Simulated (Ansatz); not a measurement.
# ClFH4O4Ta: the cost of one run

Method: UKS PBE/def2-SVP, in Ansatz 0.2.0.

**1. The starting structure**

Bond lengths: Ta1–Cl2 2.720 Å, Ta1–O3 2.020 Å, O3–H4 1.010 Å, Ta1–O5 2.020 Å, O5–H6 1.010 Å, Ta1–O7 2.020 Å, O7–H8 1.010 Å, Ta1–O9 2.020 Å, O9–H10 1.010 Å, Cl2–F11 1.800 Å. Angles (14 of 15 angles, heavy atoms first): Ta1–Cl2–F11 180.0°, Cl2–Ta1–O3 90.0°, Cl2–Ta1–O5 90.0°, Cl2–Ta1–O7 120.0°, Cl2–Ta1–O9 120.0°, O3–Ta1–O5 180.0°, O3–Ta1–O7 90.0°, O3–Ta1–O9 90.0°, O5–Ta1–O7 90.0°, O5–Ta1–O9 90.0°, O7–Ta1–O9 120.0°, Ta1–O3–H4 109.5°, Ta1–O5–H6 109.5°, Ta1–O7–H8 109.5°.

Structure file:

```xyz
11

Ta    0.0000    0.0000    0.0000
Cl    2.7200    0.0000    0.0000
O     0.0000    0.0000    2.0200
H    -0.2547   -0.9174    2.3571
O     0.0000    0.0000   -2.0200
H    -0.6343   -0.7100   -2.3571
O    -1.0100    1.7493    0.0000
H    -1.4859    1.8638    0.8834
O    -1.0100   -1.7493    0.0000
H    -1.6563   -1.7655    0.7760
F     4.5200    0.0000    0.0000
```

**2. A restrained relaxation towards end A**

Springs on the bonds that form and break draw the guess towards this end; the thresholds are loose.

Input file input.yaml:

```yaml
crystal:
  periodic: [false, false, false]
  atoms:
    - { symbol: Ta, position_ang: [0.0, 0.0, 0.0] }
    - { symbol: Cl, position_ang: [2.72, 0.0, 0.0] }
    - { symbol: O, position_ang: [0.0, 0.0, 2.02] }
    - { symbol: H, position_ang: [-0.2547, -0.9174, 2.3571] }
    - { symbol: O, position_ang: [0.0, 0.0, -2.02] }
    - { symbol: H, position_ang: [-0.6343, -0.71, -2.3571] }
    - { symbol: O, position_ang: [-1.01, 1.7493, 0.0] }
    - { symbol: H, position_ang: [-1.4859, 1.8638, 0.8834] }
    - { symbol: O, position_ang: [-1.01, -1.7493, 0.0] }
    - { symbol: H, position_ang: [-1.6563, -1.7655, 0.776] }
    - { symbol: F, position_ang: [4.52, 0.0, 0.0] }
magnetization:
  spin_polarized: true
  initial_magnetization: 1
basis:
  gaussian: { orbitals: def2-SVP }
hamiltonian:
  xc: pbe
relax:
  f_tol: 0.15
  max_steps: 25
  restrain:
    - { distance: [1, 10], at: 2.7, k: 30.0 }
    - { distance: [0, 1], at: 2.47, k: 30.0 }
```

Run with:

```bash
ansatz run input.yaml --threads 4 --pin off --max-ram 5120MiB --backend cpu --events-out ev --progress --plain --runs-dir out
```

**Question.** How long does this run take on 4 threads of Intel Xeon 6975P-C (Granite Rapids), shared host, and how much memory does it need?

About 60 s, with a peak of 0.33 GiB.
